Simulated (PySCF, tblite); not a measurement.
# C3H7F2Si2 radical: geometry, infrared bands and EPR parameters

Wanted: the infrared bands and EPR parameters of C3H7F2Si2 radical (`C=C([SiH2][SiH2])C(F)F`), by calculation.

Computed with tblite 0.8.0 and PySCF 2.14.0, with density-fitted response routines of our own, on a single molecule in the gas phase. Atoms are numbered from 0 throughout.

**1. The molecule as given**

14 atoms, charge 0, multiplicity 2; geometry from: force field or distance geometry start.

Bonds of the start (Å): C0–C1 1.34, C1–Si2 1.87, Si2–Si3 2.29, C1–C4 1.51, C4–F5 1.35, C4–F6 1.36, C0–H7 1.09, C0–H8 1.09, Si2–H9 1.49, Si2–H10 1.49, Si3–H11 1.49, Si3–H12 1.49, C4–H13 1.10.

**2. Relaxing the molecule with GFN2-xTB**

The job: settings as JSON, then the geometry in Å.

```
{"job": {"kind": "relax", "xc": "GFN2-xTB", "basis": "xTB"}, "charge": 0, "multiplicity": 2}
C     -1.001400     1.678900    -0.119300
C     -0.732900     0.380100    -0.293900
Si     0.872500    -0.227000    -1.026500
Si     2.340100    -0.812400     0.629700
C     -1.663200    -0.737300     0.115200
F     -1.082000    -1.566000     1.011500
F     -2.781600    -0.253800     0.711900
H     -0.317900     2.478200    -0.405800
H     -1.947000     1.995800     0.326000
H      0.551700    -1.394900    -1.888500
H      1.438000     0.843900    -1.889100
H      3.567600    -1.425900     0.057900
H      2.733400     0.370800     1.450500
H     -1.977800    -1.331100    -0.756500
```

Started as:

```bash
$ OMP_NUM_THREADS=1 python probes_run.py task.json out
```

One launch serves the whole session: the jobs run in the order shown.

**Question.** This job is followed by: GFN2-xTB harmonic vibrations, gas phase; UKS B3LYP, pcH-1 on C F H Si, non-relativistic, mean-field spin-orbit, GIAO. What will the session give for the following? strongest single infrared mode (GFN2-xTB); zero-point energy (GFN2-xTB); g(iso) (B3LYP); ⟨S²⟩; largest a(iso) (averaged by class); surface potential, 1st and 99th percentile.

As calculated:

```
                                 quantity                    value
strongest single infrared mode (GFN2-xTB)     691 cm⁻¹, 523 km/mol
             zero-point energy (GFN2-xTB)            52.8 kcal/mol
                           g(iso) (B3LYP)                  2.00419
                                     ⟨S²⟩       0.753 (exact 0.75)
       largest a(iso) (averaged by class)  29Si on Si3, -355.8 MHz
    surface potential, 1st and 99th percentile       -0.86 V and 1.17 V
```

In words: Over 79 steps the energy fell by 0.160 eV; of the close pairs, C1–Si2 changed most, 1.866 to 1.895 Å. No mode is imaginary among the 36: a minimum at this level. The strongest single mode, at 691 cm⁻¹, moves mainly H10 and H9. Unscaled tight-binding wavenumbers are off by several per cent, some by more. Its intensities can rank the bands wrongly. Si3 carries the largest spin population, 0.99 e. The isotropic g lies 1.9 ppt above the free-electron value.
